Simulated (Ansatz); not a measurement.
**CH5Al2N: up Jacob's ladder to CCSD(T)**

One table from this session's results is given with a row withheld; the runs are named, their logs left out.

The runs use Ansatz 0.2.0, Gaussian basis; functionals in def2-TZVPP, the program's frozen cores in correlated methods.

Levels to be run: LDA (SPW92), PBE-D4, revPBE-D4, BLYP-D4, r2SCAN-D4, B97M-V, PBE0-D4, B3LYP-D4, r2SCANh-D4, r2SCAN0-D4, HSE06-D4, BHLYP-D4, CAM-B3LYP-D4, LC-ωPBE, ωB97X-V, ωB97M-V, B2PLYP, PBE-QIDH; CCSD(T)/def2-SVP; CCSD(T)/def2-TZVPP; MP2/def2-QZVPP; extrapolation to the limit; RPA on PBE.

## Structure used throughout

All runs share one geometry, relaxed beforehand with PBE0-D4 in a triple-zeta def2 set.

9 atoms, charge 0, spin multiplicity 1.

Atoms are counted from 1 here; the program's logs count them from 0.

Bond lengths: Al1–C2 2.083 Å, Al1–Al4 2.591 Å, Al1–H5 1.598 Å, Al1–H6 1.598 Å, C2–N3 1.297 Å, C2–H7 1.100 Å, N3–Al4 1.963 Å, N3–H8 1.019 Å, Al4–H9 1.607 Å. Angles: C2–Al1–Al4 67.3°, C2–Al1–H5 110.4°, C2–Al1–H6 110.5°, Al4–Al1–H5 117.6°, Al4–Al1–H6 117.7°, H5–Al1–H6 120.1°, Al1–C2–N3 111.8°, Al1–C2–H7 132.5°, N3–C2–H7 115.7°, C2–N3–Al4 105.4°, C2–N3–H8 118.5°, Al4–N3–H8 136.1°, Al1–Al4–N3 75.5°, Al1–Al4–H9 176.5°, N3–Al4–H9 108.0°.

The first run:

in.yaml

```yaml
crystal:
  periodic: [false, false, false]
  atoms:
    - {symbol: Al, position_ang: [-1.091215, 1.104361, 0.239865]}
    - {symbol: C, position_ang: [0.844885, 0.538722, -0.282163]}
    - {symbol: N, position_ang: [0.998537, -0.748183, -0.238149]}
    - {symbol: Al, position_ang: [-0.742405, -1.462287, 0.319575]}
    - {symbol: H, position_ang: [-1.856397, 1.707889, -1.026713]}
    - {symbol: H, position_ang: [-1.088169, 1.896875, 1.627576]}
    - {symbol: H, position_ang: [1.732298, 1.115813, -0.579485]}
    - {symbol: H, position_ang: [1.910082, -1.136758, -0.476411]}
    - {symbol: H, position_ang: [-0.619216, -3.062632, 0.398704]}
basis:
  gaussian: {orbitals: def2-TZVPP}
hamiltonian: {xc: lda}
output: {orbitals: {seedname: orbitals}}
```

Started as:

```bash
> ansatz run in.yaml --threads 2 --pin off --events-out ev --progress --plain --max-ram 4352MiB
```

Steps of the session up to this table: LDA; PBE-D4 (GGA); revPBE-D4 (GGA); BLYP-D4 (GGA); r2SCAN-D4 (meta-GGA); B97M-V (meta-GGA); PBE0-D4 (hybrid); B3LYP-D4 (hybrid); r2SCANh-D4 (hybrid); r2SCAN0-D4 (hybrid); HSE06-D4 (hybrid); BHLYP-D4 (hybrid); CAM-B3LYP-D4 (range-separated); LC-ωPBE (range-separated); ωB97X-V (range-separated); ωB97M-V (range-separated); B2PLYP (double hybrid); PBE-QIDH (double hybrid).

One of the session's tables, all rows but one given; the rest of the session is left out.

It belongs to the step «Frontier levels by functional». 

| functional | HOMO (eV) | LUMO (eV) | gap (eV) |
| --- | --- | --- | --- |
| LDA (SPW92) | -5.32 | -3.37 | 1.95 |
| PBE-D4 | -5.24 | -3.13 | 2.11 |
| revPBE-D4 | -5.21 | -3.04 | 2.17 |
| BLYP-D4 | -5.10 | -2.96 | 2.15 |
| r2SCAN-D4 | -5.41 | -2.93 | 2.49 |
| B97M-V | -5.49 | -2.87 | 2.61 |
| PBE0-D4 | ? | ? | ? |
| B3LYP-D4 | -6.01 | -2.30 | 3.71 |
| r2SCANh-D4 | -5.76 | -2.54 | 3.22 |
| r2SCAN0-D4 | -6.28 | -1.98 | 4.30 |
| HSE06-D4 | -5.79 | -2.48 | 3.31 |
| BHLYP-D4 | -7.01 | -1.03 | 5.99 |
| CAM-B3LYP-D4 | -7.36 | -0.96 | 6.40 |
| LC-ωPBE | -8.58 | 0.12 | 8.71 |
| ωB97X-V | -8.31 | 0.04 | 8.35 |
| ωB97M-V | -8.07 | -0.14 | 7.93 |

**Question.** Estimate the row for PBE0-D4.

As computed: HOMO (eV): -6.18; LUMO (eV): -2.10; gap (eV): 4.08. In the column «HOMO (eV)» it lies between r2SCAN0-D4 (-6.28) and B3LYP-D4 (-6.01).
